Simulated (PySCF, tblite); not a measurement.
# C6H9N2O+: a rotation path, then NMR shifts on frames, part 2 of 2

tblite 0.8.0 and PySCF 2.14.0. Atoms count from 0.

### 5 NMR shieldings: image 3, PBE0/pcSseg-1

What the job is given:

```
{"job": {"kind": "nmr", "xc": "PBE0", "basis": "pcSseg-1", "pop": false}, "charge": 1, "multiplicity": 1}
C     -2.971400     0.512100     0.173600
O     -1.648400     0.806600    -0.265000
C     -0.925400    -0.271000    -0.726400
N      0.470500    -0.171900    -0.258400
C      0.884300     0.898600     0.420100
C      2.212500     0.958600     0.837100
N      3.068900    -0.006900     0.578900
C      2.643200    -1.054200    -0.104300
C      1.330700    -1.158700    -0.542100
H     -2.962100    -0.199100     1.003600
H     -3.574700     0.117300    -0.646100
H     -3.387000     1.459300     0.506700
H     -0.890700    -0.291700    -1.829500
H     -1.330600    -1.229700    -0.365800
H      0.154000     1.670200     0.619000
H      2.582400     1.807700     1.395000
H      3.363700    -1.833500    -0.309800
H      0.971300    -2.007300    -1.104700
```

With the program's defaults for keys left out, this is: GIAO PBE0/pcSseg-1 NMR shielding, non-relativistic, gas phase.

The program printed:

```text
coarse grid: 15312 points
cycle   1  E = -417.8113233373  dE =  1.956e+00  |g| = 6.626e-01  |ddm| = 3.817e+00
cycle   2  E = -417.6178971400  dE =  1.934e-01  |g| = 1.181e+00  |ddm| = 1.571e+00
cycle   3  E = -417.9030254878  dE = -2.851e-01  |g| = 1.087e-01  |ddm| = 1.007e+00
cycle   4  E = -417.9042087523  dE = -1.183e-03  |g| = 7.877e-02  |ddm| = 1.344e-01
cycle   5  E = -417.9056105912  dE = -1.402e-03  |g| = 1.368e-02  |ddm| = 7.975e-02
cycle   6  E = -417.9056470847  dE = -3.649e-05  |g| = 3.496e-03  |ddm| = 1.254e-02
cycle   7  E = -417.9056497295  dE = -2.645e-06  |g| = 8.876e-04  |ddm| = 2.976e-03
final grid: 148792 points
cycle   8  E = -417.9655296737  dE = -4.165e-05  |g| = 1.136e-02  |ddm| = 3.394e-02
cycle   9  E = -417.9655100650  dE =  1.961e-05  |g| = 1.567e-02  |ddm| = 1.696e-02
cycle  10  E = -417.9655547529  dE = -4.469e-05  |g| = 1.874e-03  |ddm| = 1.042e-02
cycle  11  E = -417.9655555330  dE = -7.801e-07  |g| = 3.070e-04  |ddm| = 1.660e-03
cycle  12  E = -417.9655555477  dE = -1.476e-08  |g| = 1.943e-04  |ddm| = 3.922e-04
cycle  13  E = -417.9655555575  dE = -9.802e-09  |g| = 3.116e-05  |ddm| = 1.811e-04
cycle  14  E = -417.9655555577  dE = -2.076e-10  |g| = 1.299e-05  |ddm| = 3.520e-05
converged SCF energy = -417.9655555577

GIAO shielding tensors (ppm)
atom      isotropic    diamagn.    paramagn.     s11        s22        s33       span
  0 C      122.999     243.342    -120.343     85.108     99.305    184.585     99.477
  1 O      312.182     400.024     -87.842    263.410    321.924    351.213     87.802
  2 C       97.464     245.502    -148.038     70.760     88.941    132.692     61.932
  3 N        9.916     337.213    -327.297   -139.224    -42.313    211.286    350.509
  4 C       51.096     255.380    -204.284    -34.945     13.709    174.525    209.471
  5 C       24.867     253.326    -228.459    -85.405      8.032    151.975    237.380
  6 N     -169.372     325.983    -495.355   -616.550   -214.405    322.839    939.389
  7 C       27.442     252.180    -224.738    -81.731     11.681    152.376    234.107
  8 C       53.265     254.622    -201.356    -30.177     31.723    158.250    188.427
  9 H       27.847      29.075      -1.228     24.218     25.360     33.963      9.745
 10 H       27.447      26.717       0.730     23.628     24.699     34.013     10.385
 11 H       26.990      27.232      -0.242     22.979     24.659     33.332     10.353
 12 H       25.340      29.851      -4.510     19.949     26.180     29.892      9.942
 13 H       26.121      31.986      -5.865     20.924     27.775     29.662      8.738
 14 H       22.520      32.937     -10.418     16.682     21.202     29.676     12.994
 15 H       21.352      27.971      -6.619     17.837     20.336     25.883      8.046
 16 H       21.487      26.771      -5.283     18.061     20.595     25.806      7.746
 17 H       23.498      30.801      -7.302     18.981     22.631     28.884      9.903
```

Wall time 29 s (1 thread of Arm Neoverse V1, shared host); peak memory 0.89 GiB.

Key values: δ C5 162.1, C7 159.5, C4 135.8, C8 133.7, H15 10.36, H16 10.23 ppm.

### 6 NMR shieldings: image 5, PBE0/pcSseg-1

What the job is given:

```
{"job": {"kind": "nmr", "xc": "PBE0", "basis": "pcSseg-1", "pop": false}, "charge": 1, "multiplicity": 1}
C     -2.836700     0.513500     0.281700
O     -1.698800     0.816100    -0.524700
C     -0.934100    -0.248300    -0.914900
N      0.434700    -0.170700    -0.327200
C      0.808300     0.893000     0.383000
C      2.104000     0.940600     0.893200
N      2.968700    -0.030900     0.689000
C      2.584500    -1.070500    -0.028800
C      1.304000    -1.162000    -0.557000
H     -2.556600    -0.015900     1.195400
H     -3.555900    -0.080700    -0.285200
H     -3.283400     1.471700     0.534300
H     -0.795600    -0.235300    -2.006800
H     -1.360000    -1.216500    -0.615000
H      0.074600     1.674300     0.527400
H      2.442200     1.783400     1.479900
H      3.312500    -1.853200    -0.190600
H      0.978600    -2.002300    -1.151800
```

Level: GIAO PBE0/pcSseg-1 NMR shielding, non-relativistic, gas phase.

The program printed:

```text
coarse grid: 15312 points
cycle   1  E = -417.8127415939  dE =  1.948e+00  |g| = 6.617e-01  |ddm| = 3.822e+00
cycle   2  E = -417.6095110564  dE =  2.032e-01  |g| = 1.203e+00  |ddm| = 1.635e+00
cycle   3  E = -417.9041844175  dE = -2.947e-01  |g| = 1.055e-01  |ddm| = 1.049e+00
cycle   4  E = -417.9052751934  dE = -1.091e-03  |g| = 7.674e-02  |ddm| = 1.285e-01
cycle   5  E = -417.9065999740  dE = -1.325e-03  |g| = 1.426e-02  |ddm| = 7.831e-02
cycle   6  E = -417.9066398063  dE = -3.983e-05  |g| = 3.516e-03  |ddm| = 1.308e-02
cycle   7  E = -417.9066424625  dE = -2.656e-06  |g| = 8.510e-04  |ddm| = 2.896e-03
final grid: 148792 points
cycle   8  E = -417.9663838837  dE = -4.496e-05  |g| = 1.138e-02  |ddm| = 3.688e-02
cycle   9  E = -417.9663636489  dE =  2.023e-05  |g| = 1.582e-02  |ddm| = 1.731e-02
cycle  10  E = -417.9664091073  dE = -4.546e-05  |g| = 1.851e-03  |ddm| = 1.065e-02
cycle  11  E = -417.9664098472  dE = -7.398e-07  |g| = 2.927e-04  |ddm| = 1.588e-03
cycle  12  E = -417.9664098573  dE = -1.018e-08  |g| = 2.070e-04  |ddm| = 3.721e-04
cycle  13  E = -417.9664098680  dE = -1.068e-08  |g| = 3.704e-05  |ddm| = 1.960e-04
cycle  14  E = -417.9664098683  dE = -2.842e-10  |g| = 1.575e-05  |ddm| = 4.301e-05
converged SCF energy = -417.9664098683

GIAO shielding tensors (ppm)
atom      isotropic    diamagn.    paramagn.     s11        s22        s33       span
  0 C      122.031     244.441    -122.411     82.746     98.066    185.280    102.535
  1 O      310.546     397.198     -86.652    268.942    324.071    338.625     69.684
  2 C       95.300     245.219    -149.919     65.374     90.874    129.653     64.279
  3 N        6.506     337.792    -331.285   -140.522    -49.874    209.915    350.438
  4 C       52.207     255.942    -203.734    -35.440     16.755    175.307    210.747
  5 C       24.888     253.306    -228.418    -85.265      8.070    151.859    237.124
  6 N     -168.990     326.120    -495.110   -615.014   -214.470    322.515    937.528
  7 C       26.977     252.396    -225.419    -82.310     10.939    152.301    234.610
  8 C       53.107     254.584    -201.477    -31.463     31.808    158.976    190.439
  9 H       27.982      30.368      -2.385     24.202     25.708     34.036      9.834
 10 H       27.372      26.960       0.412     23.482     24.845     33.788     10.306
 11 H       27.072      27.331      -0.259     23.237     24.503     33.476     10.239
 12 H       25.291      29.238      -3.948     19.570     26.398     29.904     10.334
 13 H       26.082      31.759      -5.678     20.823     27.745     29.677      8.854
 14 H       22.606      33.101     -10.495     17.210     21.249     29.359     12.149
 15 H       21.331      28.110      -6.779     17.773     20.336     25.884      8.111
 16 H       21.475      26.858      -5.383     18.044     20.582     25.799      7.755
 17 H       23.490      30.829      -7.338     19.018     22.599     28.854      9.836
```

Wall time 29 s (1 thread of Arm Neoverse V1, shared host); peak memory 0.89 GiB.

Key values: δ C5 162.0, C7 159.9, C4 134.7, C8 133.8, H15 10.39, H16 10.24 ppm.

### 7 Nuclear shieldings: image 8, PBE0/pcSseg-1

What the job is given:

```
{"job": {"kind": "nmr", "xc": "PBE0", "basis": "pcSseg-1", "pop": false}, "charge": 1, "multiplicity": 1}
C     -2.616000     0.395800     0.433900
O     -1.781900     0.819900    -0.643100
C     -0.936500    -0.117900    -1.149800
N      0.378100    -0.127000    -0.429400
C      0.759100     0.962300     0.239600
C      1.996600     0.963400     0.875800
N      2.804500    -0.076100     0.823100
C      2.414900    -1.141100     0.148700
C      1.182800    -1.191900    -0.492900
H     -2.028600     0.110800     1.311000
H     -3.249300    -0.439000     0.126700
H     -3.241500     1.251100     0.675700
H     -0.713200     0.150000    -2.191600
H     -1.336800    -1.140900    -1.109400
H      0.074900     1.800600     0.251500
H      2.338500     1.824000     1.433800
H      3.097600    -1.979000     0.121300
H      0.848000    -2.058700    -1.043300
```

With the program's defaults for keys left out, this is: GIAO PBE0/pcSseg-1 NMR shielding, non-relativistic, gas phase.

The program printed:

```text
coarse grid: 15312 points
cycle   1  E = -417.8135498227  dE =  1.950e+00  |g| = 6.619e-01  |ddm| = 3.825e+00
cycle   2  E = -417.6051034350  dE =  2.084e-01  |g| = 1.215e+00  |ddm| = 1.692e+00
cycle   3  E = -417.9051190259  dE = -3.000e-01  |g| = 1.043e-01  |ddm| = 1.083e+00
cycle   4  E = -417.9062155185  dE = -1.096e-03  |g| = 7.487e-02  |ddm| = 1.261e-01
cycle   5  E = -417.9074708701  dE = -1.255e-03  |g| = 1.505e-02  |ddm| = 7.686e-02
cycle   6  E = -417.9075151872  dE = -4.432e-05  |g| = 3.561e-03  |ddm| = 1.352e-02
cycle   7  E = -417.9075178954  dE = -2.708e-06  |g| = 8.746e-04  |ddm| = 2.954e-03
final grid: 148792 points
cycle   8  E = -417.9678262608  dE = -4.203e-05  |g| = 1.149e-02  |ddm| = 3.881e-02
cycle   9  E = -417.9678051345  dE =  2.113e-05  |g| = 1.602e-02  |ddm| = 1.777e-02
cycle  10  E = -417.9678521098  dE = -4.698e-05  |g| = 1.883e-03  |ddm| = 1.093e-02
cycle  11  E = -417.9678528676  dE = -7.579e-07  |g| = 2.695e-04  |ddm| = 1.581e-03
cycle  12  E = -417.9678528752  dE = -7.593e-09  |g| = 1.954e-04  |ddm| = 3.362e-04
cycle  13  E = -417.9678528846  dE = -9.341e-09  |g| = 3.972e-05  |ddm| = 1.869e-04
cycle  14  E = -417.9678528849  dE = -3.402e-10  |g| = 1.554e-05  |ddm| = 4.585e-05
converged SCF energy = -417.9678528849

GIAO shielding tensors (ppm)
atom      isotropic    diamagn.    paramagn.     s11        s22        s33       span
  0 C      124.300     247.025    -122.725     83.968    103.285    185.649    101.681
  1 O      296.997     394.850     -97.853    256.601    309.608    324.783     68.182
  2 C       93.569     245.018    -151.450     62.662     93.854    124.190     61.529
  3 N        6.917     338.563    -331.646   -140.663    -50.875    212.288    352.952
  4 C       52.050     256.626    -204.576    -35.952     18.489    173.614    209.566
  5 C       25.007     253.003    -227.996    -85.358      8.277    152.101    237.459
  6 N     -171.109     326.279    -497.389   -619.724   -216.032    322.427    942.151
  7 C       26.185     252.678    -226.493    -83.268      9.695    152.127    235.395
  8 C       52.024     255.032    -203.009    -32.618     31.387    157.301    189.919
  9 H       28.250      32.000      -3.749     24.097     26.649     34.005      9.908
 10 H       27.724      28.049      -0.325     24.174     25.103     33.894      9.719
 11 H       27.107      27.595      -0.488     23.269     24.431     33.620     10.351
 12 H       25.269      28.386      -3.117     20.418     25.687     29.701      9.283
 13 H       26.145      31.376      -5.231     21.026     27.377     30.030      9.004
 14 H       22.633      32.837     -10.204     17.534     21.282     29.084     11.549
 15 H       21.306      28.129      -6.822     17.770     20.278     25.870      8.100
 16 H       21.437      27.077      -5.640     18.030     20.525     25.756      7.726
 17 H       23.468      31.048      -7.580     19.134     22.617     28.653      9.519
```

It took 29 s on 1 thread of Arm Neoverse V1, shared host; peak memory 0.89 GiB.

This run: δ C5 161.9, C7 160.7, C8 134.9, C4 134.9, H15 10.41, H16 10.28 ppm.

### 8 Run by run: NMR shifts

Shifts (ppm) of some atoms, chosen among heavy atoms and hydrogens apart, with basis size and wall time:

```tsv
frame	C2	C0	H12	H9	O1	N6	N3	functions	time
image 0	87.6	60.8	6.01	4.01	30.6	437.8	253.7	198	28 s
image 1	87.8	61.5	6.17	3.97	28.7	437.5	254.5	198	29 s
image 3	89.5	63.9	6.38	3.87	23.9	437.1	257.8	198	29 s
image 5	91.6	64.9	6.43	3.73	25.5	436.7	261.2	198	29 s
image 8	93.4	62.6	6.45	3.47	39.1	438.8	260.8	198	29 s
```

### 9 Summary of results

The summary covers parts 1 to 2.

| quantity | value |
| --- | --- |
| lowest and highest image | -0.048 and 0.018 eV |
| ¹³C shifts against TMS (PBE0/pcSseg-1, image 0) | 162.1, 159.3, 136.3, 133.8, 87.6, 60.8 ppm |
| ¹H shifts against TMS (PBE0/pcSseg-1, image 0) | 10.35, 10.25, 9.17, 8.25, 6.01, 5.82, 4.83, 4.07, 4.01 ppm |
| ¹⁷O shifts against H2O (PBE0/pcSseg-1, image 0) | 30.6 ppm |
| ¹⁵N shifts against NH3 (PBE0/pcSseg-1, image 0) | 437.8, 253.7 ppm |
| range of the shift of O1 | 23.9 to 39.1 ppm |

In words: The band dips 1.1 kcal/mol below its start, so the start is not the lowest point of the turn; from the lowest image the climb to the highest is 1.5 kcal/mol (GFN2-xTB, rough). Shifts at one fixed geometry are not the observed spectrum, which averages over the motion. In the first frame run (image 0): The largest span, 942 ppm, is at N6, where the paramagnetic term is -496 ppm. NICS(1)zz of -27 ppm above the planar ring from N3 marks a diatropic (aromatic) ring current. In ppm, O1 moves most: its shift spreads over 15.2 ppm, from 23.9 (image 3) to 39.1 (image 8).
